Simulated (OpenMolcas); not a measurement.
# Ru⁴⁺ among point charges: CASSCF and CASPT2 levels and susceptibility

Aim: the splitting of the states of Ru⁴⁺ in the field of 6 point charges, its lowest levels with spin-orbit coupling and its magnetic susceptibility.

Method: state-averaged CASSCF and CASPT2, spin-orbit coupling by RASSI with atomic mean-field integrals. Code: OpenMolcas 26.06.

**1. Starting point**

- Species: Ru⁴⁺ (ruthenium, Z = 44, 40 electrons)
- Basis: ANO-RCC-VTZP [7s6p4d2f1g], 68 functions
- Scalar Hamiltonian: DKH2, point nucleus
- Inactive shells: 1s 2s 2p 3s 3p 3d 4s 4p
- Active space: 4 electrons in 5 orbitals (4d)
- Some configurations of this space: 4d⁴
- Orbitals: optimised for each spin and parity, averaged over all roots

Outer shells as boxes (Hund's rule):

4d4
```
4d [↑ ][↑ ][↑ ][↑ ][  ]
```

The ion sits among 6 point charges of -1.7 e arranged as a trigonal antiprism (D3d), 2.35 Å from the ion, with a polar angle of 62.4° against the regular 54.74°.

Each step is its own input file, run in one work folder so that later steps find the files of earlier ones. Labels, J, g values, rates, χT and fits are worked out afterwards by a script from the matrices that RASSI stores. The input lists half of the charges; inversion (Group=XYZ) makes the rest.

**2. One- and two-electron integrals**

a.inp reads:

```
&GATEWAY
Coord
1

Ru 0.0 0.0 0.0
Basis=ANO-RCC-VTZP
Group=XYZ
NoMove
AngMom=0.0 0.0 0.0
AMFI
XField
3 Angstrom 0
0.000000 2.082552 1.088797 -1.700000
1.803543 -1.041276 1.088797 -1.700000
1.803543 1.041276 -1.088797 -1.700000
&SEWARD
```

**3. CASSCF: quintets of even parity, 5 roots**

a.inp reads:

```
&RASSCF
FileOrb=start.orb
Symmetry=1
Spin=5
nActEl=4 0 0
Inactive=9 9
Ras2=5 0
CIRoot=5 5 1
SDav=5
CIMx=300
Iter=120 100
PrWF=0.3
OrbListing=Nothing
MaxOrb=0
>>> COPY $Project.JobIph JOB001
```

start.orb holds the contracted functions of the basis, ordered by shell, or the orbitals of the step before.

**4. CASSCF: triplets of even parity, 45 roots**

a.inp reads:

```
&RASSCF
FileOrb=start.orb
Symmetry=1
Spin=3
nActEl=4 0 0
Inactive=9 9
Ras2=5 0
CIRoot=45 45 1
SDav=45
CIMx=300
Iter=120 100
PrWF=0.3
OrbListing=Nothing
MaxOrb=0
>>> COPY $Project.JobIph JOB002
```

**5. Reference wave functions, singlets of even parity, 50 roots**

a.inp reads:

```
&RASSCF
FileOrb=start.orb
Symmetry=1
Spin=1
nActEl=4 0 0
Inactive=9 9
Ras2=5 0
CIRoot=50 50 1
SDav=50
CIMx=300
Iter=120 100
PrWF=0.3
OrbListing=Nothing
MaxOrb=0
>>> COPY $Project.JobIph JOB003
```

**6. RASSI: spin-orbit coupling between the states**

a.inp reads:

```
&RASSI
NrOfJobIphs=3 5 45 50
1 2 3 4 5
1 2 3 4 5 6 7 8 9 10 11 12 13 14 15 16 17 18 19 20 21 22 23 24 25 26 27
28 29 30 31 32 33 34 35 36 37 38 39 40 41 42 43 44 45
1 2 3 4 5 6 7 8 9 10 11 12 13 14 15 16 17 18 19 20 21 22 23 24 25 26 27
28 29 30 31 32 33 34 35 36 37 38 39 40 41 42 43 44 45 46 47 48 49 50
IphNames
JOB001
JOB002
JOB003
EJob
SpinOrbit
DIPRint=1.0
SOCoupling=1000.0
Subsets=2
Property=9
'ANGMOM' 1 'ANGMOM' 2 'ANGMOM' 3 'MLTPL  1' 1 'MLTPL  1' 2 'MLTPL  1' 3
'AMFI' 1 'AMFI' 2 'AMFI' 3
SOProperty=3
'ANGMOM' 1 'ANGMOM' 2 'ANGMOM' 3
```

**7. CASPT2: IPEA 0.25, imaginary shift 0.1 (closed shells correlated: 4s 4p)**

a.inp reads:

```
>>> COPY JOB001 $Project.JobIph
&CASPT2
Multistate=5 1 2 3 4 5
NoMult
Frozen=8 6
IPEA=0.25
Imaginary=0.1
MaxIter=60
WThr=0.0 0.3 0.05
PrWF=0.5
NoMix
>>> COPY JOB002 $Project.JobIph
&CASPT2
Multistate=45 1 2 3 4 5 6 7 8 9 10 11 12 13 14 15 16 17 18 19 20 21 22
23 24 25 26 27 28 29 30 31 32 33 34 35 36 37 38 39 40 41 42 43 44 45
NoMult
Frozen=8 6
IPEA=0.25
Imaginary=0.1
MaxIter=60
WThr=0.0 0.3 0.05
PrWF=0.5
NoMix
>>> COPY JOB003 $Project.JobIph
&CASPT2
Multistate=50 1 2 3 4 5 6 7 8 9 10 11 12 13 14 15 16 17 18 19 20 21 22
23 24 25 26 27 28 29 30 31 32 33 34 35 36 37 38 39 40 41 42 43 44 45 46
47 48 49 50
NoMult
Frozen=8 6
IPEA=0.25
Imaginary=0.1
MaxIter=60
WThr=0.0 0.3 0.05
PrWF=0.5
NoMix
```

(Steps that only read results are left out.)

What does the calculation give? Wanted: spin-free ground state; first state of the same spin within the active space; lowest level; next level.

As calculated:

| quantity | value |
| --- | --- |
| method | SS-CASPT2, IPEA 0.25, imaginary shift 0.1 (closed shells correlated: 4s 4p) |
| spin-free ground state | 5E, 2-fold in its orbital part |
| first state of the same spin within the active space | 5E at 4300 cm⁻¹ |
| lowest level | 1-fold A1 |
| next level | 38.5 cm⁻¹ |
| χT at 300 K | 1.10 cm³ K/mol |
| effective moment at 300 K | 2.96 μB |

Cost by method:

```csv
method,time of its own steps,time with the reference
A. CASSCF,16 s,16 s
"B. SS-CASPT2, IPEA 0.25, imaginary shift 0.1, +4s 4p",8.6 s,24 s
```

Times are of one thread on a shared host.

**Reading.** The spin-free ground state (5E) comes to 100 % from free-ion D terms and keeps the highest spin of the shell. χT at 300 K is 1.10, against 3.01 cm³ K/mol for the spin alone, so spin-orbit coupling lowers it. An active space of the d shell alone favours high spin; real ions in strong fields can be low spin. CASPT2 does not keep the components of a term degenerate, and the means are used. The field of point charges can differ much from that of real complexes. With metal d orbitals alone active, the gaps between spin states are rough; where two lie within a few thousand cm-1, their order is open. This is an electrostatic model: the charges have no orbitals.
